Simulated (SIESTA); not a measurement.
## LaMgO3 under changes of volume

One of the cells (12.532 Å³/atom); the others are scaled copies at fixed shape and fractional positions:

```
La Mg O
1.0
     3.97192    0.00000    0.00000
     0.00000    3.97192    0.00000
     0.00000    0.00000    3.97192
La Mg O
1 1 3
Direct
  0.00000 0.00000 0.00000
  0.50000 0.50000 0.50000
  0.00000 0.50000 0.50000
  0.50000 0.00000 0.50000
  0.50000 0.50000 0.00000
```

The cell comes from a database or a generator and needn't be the stable form of this composition.

| Quantity | Value |
| --- | --- |
| Program | SIESTA 5.4.2 |
| Functional | PBEsol |
| Potentials or basis | PseudoDojo 0.4 standard (PBEsol files) |
| Basis | DZP (energy shift 0.003 Ry; two zetas on semicore shells) |
| Grid cutoff | 800 Ry |
| Energy shift | 0.003 Ry |
| k mesh | 7 × 7 × 7 |
| Occupations | fermi-dirac, width 0.05 eV |
| Spin | no spin polarisation |

```csv
volume (Å³/atom),energy over the lowest point (meV/atom),pressure (GPa)
11.549,?,?
11.795,3.84,4.3
12.041,0.00,0.9
12.532,6.57,-4.8
12.778,15.88,-7.1
13.024,28.56,-9.2
```

Q: What does the run at 11.549 Å³/atom give?

A: Energy over the lowest point 12.91 meV/atom; pressure 7.8 GPa.

Worked out: A Birch-Murnaghan fit of order 3 (a polynomial in V^(-2/3)) to the other rows has its minimum at 12.10 Å³/atom with B0 = V·E''(V) = 154 GPa and B' = 5.3. It gives 13.32 meV/atom at 11.549 Å³/atom, against the run's 12.91, and -dE/dV = 8.2 GPa, against 7.8.

Energies are extrapolated to zero smearing.

Caveats: the basis of atomic orbitals isn't converged, which shifts pressures, moduli and gaps; an odd number of electrons without spin polarisation forces a metal; a magnetic or distorted state may lie lower.
